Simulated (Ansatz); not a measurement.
# Searching the electronic states of CuTe, part 2 of 2

Is CuTe magnetic at this level, in which order, and do all starts find it? Single-point runs from several starts follow. System: CuTe, the deposited crystal structure (space group Pmmn); the cell holds 4 atoms. Source: COD entry 9011846; the sample's temperature and pressure aren't taken into account.

Ansatz 0.2.0; DFT LDA+U, PAW, plane waves, scalar-relativistic; U − J = 6.3 eV on Cu d.

**6. Parallel moments scaled by 0.2, plain SCF**

input.yaml reads:

```yaml
crystal:
  lattice:
    - [3.1, 0.0, 0.0]
    - [0.0, 4.02, 0.0]
    - [0.0, 0.0, 6.86]
  atoms:
    - { symbol: Cu, position: [0.0, 0.5, 0.449], spin: 0.2 }
    - { symbol: Cu, position: [0.5, 0.0, 0.551], spin: 0.2 }
    - { symbol: Te, position: [0.0, 0.0, 0.223] }
    - { symbol: Te, position: [0.5, 0.5, 0.777] }
magnetization:
  spin_polarized: true
hamiltonian:
  xc: lda
  pseudopotentials: { kind: paw }
  hubbard: { sites: [{ species: Cu, l: d, u_eff: 6.3 }] }
basis:
  ecutwfc: 420
kpoints:
  mp_grid: { grid: [7, 6, 4] }
scf:
  occupations: { method: gaussian, width: 0.03 }
  lower_state_search: "off"
output:
  forces: true
  stress: true
```

Output (excerpt; [...] marks lines left out):

```text
[... 11 lines as in an earlier run ...]
Bands: 43, of which v1, the nominal top of the filled ones, is band 35 counted from 1 (34 counted from 0)
[... 12 lines as in an earlier run ...]
Starting moments: Σ|m| = 0.4 μB on 2 of 4 sites
[... 2 lines as in an earlier run ...]
SCF iter   1: F=—  HF=-26765.795084 eV  |F-HF|=—  |Δ(HF+E_count)|=         —  Δρ=5.28e-2 (↑5.28e-2 ↓2.91e-2)  dr2=3.60e0  dr2_m=1.27e-1  M=0.040 μB ∫|m|=0.078 μB  β_m=0.30  ethr=3.10e-3  ⟨swp⟩=8.1  Hψ=17028  notcnv=0
[...]
[... 1 line as in an earlier run ...]
[...]
spin-set hold released at iteration 7 (site moments contracting): the magnetisation degrees of freedom join the quasi-Newton model from the next iteration; the mixer history was flushed
[...]
SCF iter  16: F=-26764.973018 eV  HF=-26764.973018 eV  |F-HF|=2.33e-10  |Δ(HF+E_count)|=   4.61e-9  Δρ=2.59e-7 (↑1.73e-7 ↓2.59e-7)  dr2=3.44e-10  dr2_m=3.74e-12  M=0.000 μB ∫|m|=0.000 μB  ethr=3.22e-11  ⟨swp⟩=2.0  Hψ=10795  notcnv=0
WARN: the starting moments were not kept: the SCF closed with an absolute magnetisation of 9.4e-7 μB, where they sum to 0.4 μB in size (2 sites). That is at most 0.1 of that sum. Measured as dr2_m measures the in/out step, that magnetisation stands 3.0e-13 eV from none, at or under the [...]
[... 1 line as in an earlier run ...]
[...]
SCF converged after 16 iterations
an eigenvalue changed by more than its tolerance at an iteration that met the thresholds in force, so the SCF went on 1 time: the last check found none over its tolerance
Magnetization: 0.0000 μB (35.0000 up, 35.0000 down)
Absolute magnetization: 0.0000 μB (∫|ρ↑−ρ↓|, with the PAW one-centre terms)
Spin contamination: 0.0000 ħ² per cell (⟨S²⟩ above its minimum at these occupations)
Per-site moments (μB) at R_I (Å): [(8.172664990881344e-8, 1.0471096278218675), (8.17266499613532e-8, 1.0471096278218675), (3.435795825358036e-8, 1.0471096278218675), (3.435795832202164e-8, 1.0471096278218675)]
Free energy (F): -26764.973018 eV
[...]
E sigma→0 (E₀):  -26764.972899 eV
Entropy (-TS):   -0.000237 eV (-0.059 meV/atom)
Fermi energy:    11.355426 eV
[... 29 lines left out: energy terms, forces, stress ...]
Occupation matrices written to <dir>
```

Run time: 12 s. Hardware: 2 threads of an x86-64 CPU, shared host; peak memory 0.68 GiB.

This is the state of step 2 again (non-magnetic), after 16 iterations.

**7. Moments +- scaled by 0.65, plain SCF**

Changes to input.yaml since step 6:

```diff
@@ -6,4 +6,4 @@
   atoms:
-    - { symbol: Cu, position: [0.0, 0.5, 0.449], spin: 0.2 }
-    - { symbol: Cu, position: [0.5, 0.0, 0.551], spin: 0.2 }
+    - { symbol: Cu, position: [0.0, 0.5, 0.449], spin: 0.65 }
+    - { symbol: Cu, position: [0.5, 0.0, 0.551], spin: -0.65 }
     - { symbol: Te, position: [0.0, 0.0, 0.223] }
```

Output (excerpt; [...] marks lines left out):

```text
[... 24 lines as in an earlier run ...]
Starting moments: Σ|m| = 1.3 μB on 2 of 4 sites
Starting magnetic order: antiferromagnet; an inversion exchanges its spin sublattices: spin-degenerate at every k-point
[... 2 lines as in an earlier run ...]
SCF iter   1: F=—  HF=-26765.601567 eV  |F-HF|=—  |Δ(HF+E_count)|=         —  Δρ=5.88e-2 (↑5.88e-2 ↓5.88e-2)  dr2=3.86e0  dr2_m=1.31e0  M=0.000 μB ∫|m|=0.217 μB  β_m=0.30  ethr=3.10e-3  ⟨swp⟩=6.9  Hψ=16377  notcnv=0
[...]
[... 1 line as in an earlier run ...]
[...]
[... 1 line as in an earlier run ...]
[...]
spin-set hold released at iteration 7 (site moments contracting): the magnetisation degrees of freedom join the quasi-Newton model from the next iteration; the mixer history was flushed
[...]
SCF iter  14: F=-26764.973018 eV  HF=-26764.973018 eV  |F-HF|=5.94e-8  |Δ(HF+E_count)|=   1.04e-8  Δρ=4.60e-6 (↑4.29e-6 ↓4.60e-6)  dr2=4.14e-8  dr2_m=4.22e-11  M=-0.000 μB ∫|m|=0.000 μB  ethr=7.96e-11  ⟨swp⟩=2.0  Hψ=14019  notcnv=0
WARN: the starting moments were not kept: the SCF closed with an absolute magnetisation of 5.2e-6 μB, where they sum to 1.3 μB in size (2 sites). That is at most 0.1 of that sum. Measured as dr2_m measures the in/out step, that magnetisation stands 5.5e-12 eV from none, at or under the [...]
[... 1 line as in an earlier run ...]
[...]
SCF converged after 14 iterations
Magnetization: -0.0000 μB (35.0000 up, 35.0000 down)
Absolute magnetization: 0.0000 μB (∫|ρ↑−ρ↓|, with the PAW one-centre terms)
Spin contamination: 0.0000 ħ² per cell (⟨S²⟩ above its minimum at these occupations)
Per-site moments (μB) at R_I (Å): [(-5.6684699405223667e-8, 1.0471096278218675), (6.137954506924676e-8, 1.0471096278218675), (7.957993084288636e-8, 1.0471096278218675), (-8.249119374681769e-8, 1.0471096278218675)]
Free energy (F): -26764.973018 eV
[...]
E sigma→0 (E₀):  -26764.972899 eV
Entropy (-TS):   -0.000237 eV (-0.059 meV/atom)
Fermi energy:    11.355404 eV
[... 29 lines left out: energy terms, forces, stress ...]
Occupation matrices written to <dir>
```

Run time: 17 s. Hardware: 2 threads of an x86-64 CPU, shared host; peak memory 0.63 GiB.

The run ends in the same state as step 2 (non-magnetic); it took 14 iterations.

**8. A moment on one site alone, plain SCF**

Changes to input.yaml since step 7:

```diff
@@ -6,4 +6,4 @@
   atoms:
-    - { symbol: Cu, position: [0.0, 0.5, 0.449], spin: 0.65 }
-    - { symbol: Cu, position: [0.5, 0.0, 0.551], spin: -0.65 }
+    - { symbol: Cu, position: [0.0, 0.5, 0.449] }
+    - { symbol: Cu, position: [0.5, 0.0, 0.551], spin: 1.0 }
     - { symbol: Te, position: [0.0, 0.0, 0.223] }
```

Output (excerpt; [...] marks lines left out):

```text
[... 14 lines as in an earlier run ...]
Magnetic group: BNS 25.57 (UNI 155), of the structure as read, at distance tolerance 4.4e-5 Å
[... 9 lines as in an earlier run ...]
Starting moments: Σ|m| = 1 μB on 1 of 4 sites
[... 2 lines as in an earlier run ...]
SCF iter   1: F=—  HF=-26765.532375 eV  |F-HF|=—  |Δ(HF+E_count)|=         —  Δρ=7.94e-2 (↑7.94e-2 ↓3.37e-2)  dr2=3.87e0  dr2_m=1.52e0  M=0.135 μB ∫|m|=0.225 μB  β_m=0.30  ethr=3.10e-3  ⟨swp⟩=8.1  Hψ=16946  notcnv=0
[...]
[... 1 line as in an earlier run ...]
[...]
spin-set hold released at iteration 7 (site moments contracting): the magnetisation degrees of freedom join the quasi-Newton model from the next iteration; the mixer history was flushed
[...]
SCF iter  15: F=-26764.973018 eV  HF=-26764.973018 eV  |F-HF|=2.76e-10  |Δ(HF+E_count)|=   1.84e-9  Δρ=9.95e-7 (↑9.92e-7 ↓9.95e-7)  dr2=3.45e-9  dr2_m=3.90e-12  M=0.000 μB ∫|m|=0.000 μB  ethr=7.07e-11  ⟨swp⟩=2.0  Hψ=12913  notcnv=0
WARN: the starting moments were not kept: the SCF closed with an absolute magnetisation of 9.8e-7 μB, where they sum to 1 μB in size (1 site). That is at most 0.1 of that sum. Measured as dr2_m measures the in/out step, that magnetisation stands 3.1e-13 eV from none, at or under the [...]
[... 1 line as in an earlier run ...]
[...]
SCF converged after 15 iterations
Magnetization: 0.0000 μB (35.0000 up, 35.0000 down)
Absolute magnetization: 0.0000 μB (∫|ρ↑−ρ↓|, with the PAW one-centre terms)
Spin contamination: 0.0000 ħ² per cell (⟨S²⟩ above its minimum at these occupations)
Per-site moments (μB) at R_I (Å): [(-1.7403250919891752e-9, 1.0471096278218675), (-9.576359961942593e-8, 1.0471096278218675), (5.228961006136214e-8, 1.0471096278218675), (5.760034772719574e-8, 1.0471096278218675)]
Free energy (F): -26764.973018 eV
[...]
E sigma→0 (E₀):  -26764.972899 eV
Entropy (-TS):   -0.000237 eV (-0.059 meV/atom)
Fermi energy:    11.355409 eV
[... 29 lines left out: energy terms, forces, stress ...]
Occupation matrices written to <dir>
```

It took 19 s on 2 threads of an x86-64 CPU, shared host; peak memory 0.63 GiB.

Nothing new: the 15 iterations lead to the state found in step 2 (non-magnetic).

**9. Parallel moments, Broyden mixing, no switch to direct minimisation**

Changes to input.yaml since step 8:

```diff
@@ -6,3 +6,3 @@
   atoms:
-    - { symbol: Cu, position: [0.0, 0.5, 0.449] }
+    - { symbol: Cu, position: [0.0, 0.5, 0.449], spin: 1.0 }
     - { symbol: Cu, position: [0.5, 0.0, 0.551], spin: 1.0 }
@@ -23,2 +23,4 @@
   lower_state_search: "off"
+  algorithm: density_mixing
+  mixing: { algorithm: broyden, beta: 0.3 }
 output:
```

Output (excerpt; [...] marks lines left out):

```text
[... 24 lines as in an earlier run ...]
Starting moments: Σ|m| = 2 μB on 2 of 4 sites
[... 2 lines as in an earlier run ...]
SCF iter   1: F=—  HF=-26765.264406 eV  |F-HF|=—  |Δ(HF+E_count)|=         —  Δρ=1.05e-1 (↑1.05e-1 ↓2.62e-2)  dr2=4.20e0  dr2_m=3.09e0  M=0.208 μB ∫|m|=0.402 μB  β_m=0.30  ethr=3.10e-3  ⟨swp⟩=8.0  Hψ=17667  notcnv=0
[...]
[... 1 line as in an earlier run ...]
[...]
[... 2 lines as in an earlier run ...]
[...]
spin-set hold released at iteration 7 (site moments contracting): the magnetisation degrees of freedom join the quasi-Newton model from the next iteration; the mixer history was flushed
[...]
SCF iter  16: F=-26764.973018 eV  HF=-26764.973018 eV  |F-HF|=2.84e-9  |Δ(HF+E_count)|=  3.06e-10  Δρ=1.88e-6 (↑1.88e-6 ↓1.69e-6)  dr2=6.73e-9  dr2_m=2.97e-11  M=0.000 μB ∫|m|=0.000 μB  ethr=1.48e-11  ⟨swp⟩=1.1  Hψ=8476  notcnv=0
WARN: the starting moments were not kept: the SCF closed with an absolute magnetisation of 4.1e-6 μB, where they sum to 2 μB in size (2 sites). That is at most 0.1 of that sum. Measured as dr2_m measures the in/out step, that magnetisation stands 2.8e-12 eV from none, at or under the [...]
[... 1 line as in an earlier run ...]
[...]
this state was not tested for a lower state beside it, because the mixer in use, unlike msr1, does not test its closes by its own steps (another_mixer; see scf.mixing.algorithm and scf.lower_state_search)
SCF converged after 16 iterations
Magnetization: 0.0000 μB (35.0000 up, 35.0000 down)
Absolute magnetization: 0.0000 μB (∫|ρ↑−ρ↓|, with the PAW one-centre terms)
Spin contamination: 0.0000 ħ² per cell (⟨S²⟩ above its minimum at these occupations)
Per-site moments (μB) at R_I (Å): [(-2.859381340874643e-7, 1.0471096278218675), (-2.8593813418157696e-7, 1.0471096278218675), (4.2134630046052284e-7, 1.0471096278218675), (4.213463002214808e-7, 1.0471096278218675)]
Free energy (F): -26764.973018 eV
[...]
E sigma→0 (E₀):  -26764.972899 eV
Entropy (-TS):   -0.000237 eV (-0.059 meV/atom)
Fermi energy:    11.355428 eV
[... 29 lines left out: energy terms, forces, stress ...]
Occupation matrices written to <dir>
```

It took 14 s on 2 threads of an x86-64 CPU, shared host; peak memory 0.69 GiB.

This is the state of step 2 again (non-magnetic), after 16 iterations.

**10. All ends together**

```csv
step,iterations,state,moments of Cu1 Cu2 (μB),total (μB),gap (eV),pressure (GPa),above lowest (meV/atom)
2,15,1,0.00 0.00,0.00,none,-0.2,0.0
3,15,1,0.00 0.00,0.00,none,-0.2,0.0
4,8,1,0.00 0.00,0.00,none,-0.2,0.0
5,12,1,0.00 0.00,0.00,none,-0.2,0.0
6,16,1,0.00 0.00,0.00,none,-0.2,0.0
7,14,1,0.00 0.00,0.00,none,-0.2,0.0
8,15,1,0.00 0.00,0.00,none,-0.2,0.0
9,16,1,0.00 0.00,0.00,none,-0.2,0.0
```

States are numbered from the lowest. Starts by step: 2 parallel moments, plain SCF; 3 opposed moments +-, plain SCF; 4 no spin polarisation; 5 spin on, no moments given (the program may seed its own), plain SCF; 6 parallel moments scaled by 0.2, plain SCF; 7 moments +- scaled by 0.65, plain SCF; 8 a moment on one site alone, plain SCF; 9 parallel moments, Broyden mixing, no switch to direct minimisation.

The 8 runs of this session took 1.7 min in all, from 4.6 s to 19 s each.

Decimal logarithm of the largest residual (eV) by iteration, counted through all cycles of a run (7 of the 8 runs):

```csv
iteration,step 2,step 3,step 4,step 5,step 6,step 7,step 8
1,0.6,0.6,0.4,0.5,0.6,0.6,0.6
2,0.3,0.3,0.3,0.1,-0.3,-0.1,0.0
3,0.0,0.0,-0.1,-0.3,-0.5,-0.4,-0.3
4,-0.2,-0.2,-1.9,-0.5,-0.9,-0.6,-0.5
5,-0.5,-0.5,-3.4,-0.8,-1.1,-0.9,-0.8
6,-0.8,-0.8,-4.7,-1.6,-2.0,-1.1,-1.1
8,-1.3,-1.3,-7.6,-2.5,-2.7,-1.7,-1.6
9,-3.4,-3.3,-,-3.8,-3.5,-3.5,-3.4
11,-4.3,-4.5,-,-6.0,-4.4,-4.7,-4.8
12,-5.9,-6.4,-,-7.4,-4.6,-6.9,-5.6
13,-7.3,-7.1,-,-,-5.1,-7.3,-6.7
15,-9.7,-7.9,-,-,-7.6,-,-8.5
16,-,-,-,-,-9.5,-,-
```

**11. Outcome**

The summary covers parts 1 to 2.

| quantity | value |
| --- | --- |
| distinct states | 1 from 8 converged runs |
| lowest state from plain starts | non-magnetic |
| total moment | 0.00 μB per cell |
| gap on the k-mesh | none |
| pressure | -0.2 GPa |
| largest force | 0.284 eV/Å |

Distinct end states: 1, from 8 converged runs. Spin polarisation gains nothing here: every starting moment dies out. The search isn't exhaustive: larger magnetic cells and non-collinear orders weren't tried.
